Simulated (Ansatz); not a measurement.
# HF (SMILES F), step by step

We compute a single-point energy (singlet HF, r2SCAN50/def2-mTZVP), then the energy (doublet H, U-r2SCAN50/def2-mTZVP), then a single-point energy (doublet H, U-r2SCAN50/def2-mTZVP), then the energy (doublet F, U-r2SCAN50/def2-mTZVP), then the energy (doublet F, U-r2SCAN50/def2-mTZVP) of FH and its partners. 

The results are computed with Ansatz 0.2.0.

5 further runs of the same task are left out: 5 for a known fault of the program.

**1. The system as given**

HF: 2 atoms, total charge 0, spin state singlet. As SMILES, `F`. The shape is that of a PBE0-D4/def2-TZVP optimisation.

Bond lengths: F1–H2 0.920 Å.

**2. The energy at r2SCAN50/def2-mTZVP (run 1)**

The input, input.yaml:

```yaml
crystal:
  periodic: [false, false, false]
  atoms:
    - {symbol: F, position_ang: [-0.390000, 0.144600, -0.196400]}
    - {symbol: H, position_ang: [0.390000, -0.144600, 0.196400]}
basis:
  gaussian:
    orbitals: def2-mTZVP
hamiltonian:
  xc: {name: r2SCAN50}
```

On the command line:

```bash
ansatz run input.yaml --threads 1 --pin off --max-ram 2610MiB --events-out events.jsonl --progress --plain --runs-dir runs
```

What it wrote:

```text
Warning: RAYON_NUM_THREADS=1 ignored (pool sized by the plan → 1); use --threads N
Functional definition: r2SCAN50
  name "r2SCAN50"
  parameter a = 0.5
  parameter k0 = 0.174
  parameter k1 = 0.065
  parameter a1 = 4.9479
  exchange = (1 - a)*r2scan_x(k0 = k0, k1 = k1, a1 = a1) + a*exact_x
  correlation = r2scan_c
192 factors; their error is unknown
mean field evaluation 1: about -2731.1418 eV, gradient 2.9e1 eV
mean field evaluation 2: about -2731.2588 eV, gradient 3.0e1 eV
mean field evaluation 4: about -2732.3231 eV, gradient 1.4e-1 eV
mean field evaluation 8: about -2732.3503 eV, gradient 1.1e-2 eV
mean field -2732.35027523 eV, -100.4120205612 hartree, gradient 8.0e-5 eV, S^2 0.000000; 0 other end points of the search recorded, 0 dependent functions left out
reference -2732.35027703 eV, -100.4120206274 hartree; 5, 5 occupied and 17, 17 virtual orbitals, 192 factors
Total energy: -2732.35027703 eV, -100.4120206274 hartree
```

Run time: 0.46 s. Hardware: 1 thread of Arm Neoverse V1, shared host.

**3. The H atom: a single-point energy at U-r2SCAN50/def2-mTZVP (run 2)**

The input, job.yaml:

```yaml
crystal:
  periodic: [false, false, false]
  atoms:
    - {symbol: H, position_ang: [0.390000, -0.144600, 0.196400]}
basis:
  gaussian:
    orbitals: def2-mTZVP
magnetization:
  spin_polarized: true
  initial_magnetization: 1
hamiltonian:
  xc: {name: r2SCAN50}
```

Run the same way, it converges to -0.49983 Eh (log not shown).

**4. H among ghost functions: a single-point energy at U-r2SCAN50/def2-mTZVP (with ghost functions) (run 3)**

The input, molecule.yaml:

```yaml
crystal:
  periodic: [false, false, false]
  atoms:
    - {symbol: H, position_ang: [0.390000, -0.144600, 0.196400]}
basis:
  gaussian:
    orbitals: def2-mTZVP
    ghost_atoms: [{symbol: F, position_ang: [-0.390000, 0.144600, -0.196400]}]
magnetization: {spin_polarized: true, initial_magnetization: 1}
hamiltonian: {xc: {name: r2SCAN50}}
```

Run the same way, it converges to -0.49983 Eh (log not shown).

**5. The F atom: the energy at U-r2SCAN50/def2-mTZVP (run 4)**

The input, run.yaml:

```yaml
crystal:
  periodic: [false, false, false]
  atoms:
    - symbol: F
      position_ang: [-0.390000, 0.144600, -0.196400]
basis:
  gaussian:
    orbitals: def2-mTZVP
magnetization:
  spin_polarized: true
  initial_magnetization: 1
hamiltonian:
  xc: {name: r2SCAN50}
```

Run the same way, it converges to -99.71294 Eh (log not shown).

**6. F among ghost functions: the energy at U-r2SCAN50/def2-mTZVP (with ghost functions) (run 5)**

The input, in.yaml:

```yaml
crystal:
  periodic: [false, false, false]
  atoms:
    - {symbol: F, position_ang: [-0.390000, 0.144600, -0.196400]}
basis:
  gaussian:
    orbitals: def2-mTZVP
    ghost_atoms: [{symbol: H, position_ang: [0.390000, -0.144600, 0.196400]}]
magnetization:
  spin_polarized: true
  initial_magnetization: 1
hamiltonian:
  xc: {name: r2SCAN50}
```

Run the same way, it converges to -99.71304 Eh (log not shown).

**7. What came out**

| quantity | value |
| --- | --- |
| run 1, r2SCAN50/def2-mTZVP: total energy | -100.41202 Eh |
| H atom: total energy | -0.49983 Eh |
| H atom: ⟨S²⟩ | 0.750 |
| H among ghost functions: total energy | -0.49983 Eh |
| H among ghost functions: ⟨S²⟩ | 0.750 |
| F atom: total energy | -99.71294 Eh |
| F atom: ⟨S²⟩ | 0.752 |
| F among ghost functions: total energy | -99.71304 Eh |
| F among ghost functions: ⟨S²⟩ | 0.752 |
| electronic atomisation energy | 5.422 eV |
| interaction energy of the rigid parts H and F (parts in their own basis; closest atoms 0.92 Å apart) | -5.422 eV |
| interaction energy of the rigid parts H and F (parts in the whole basis, counterpoise; closest atoms 0.92 Å apart) | -5.419 eV |

In words: Taking the molecule apart into free atoms costs 5.42 eV (125 kcal/mol), before zero-point energy and without spin-orbit coupling. The interaction energy of the rigid parts H and F (parts in their own basis; closest atoms 0.92 Å apart) is −5.42 eV (−125 kcal/mol): the parts attract. Without counterpoise this holds the superposition error of the basis. The interaction energy of the rigid parts H and F (parts in the whole basis, counterpoise; closest atoms 0.92 Å apart) is −5.42 eV (−125 kcal/mol): the parts attract. The basis-set superposition error is 0.3 kJ/mol.
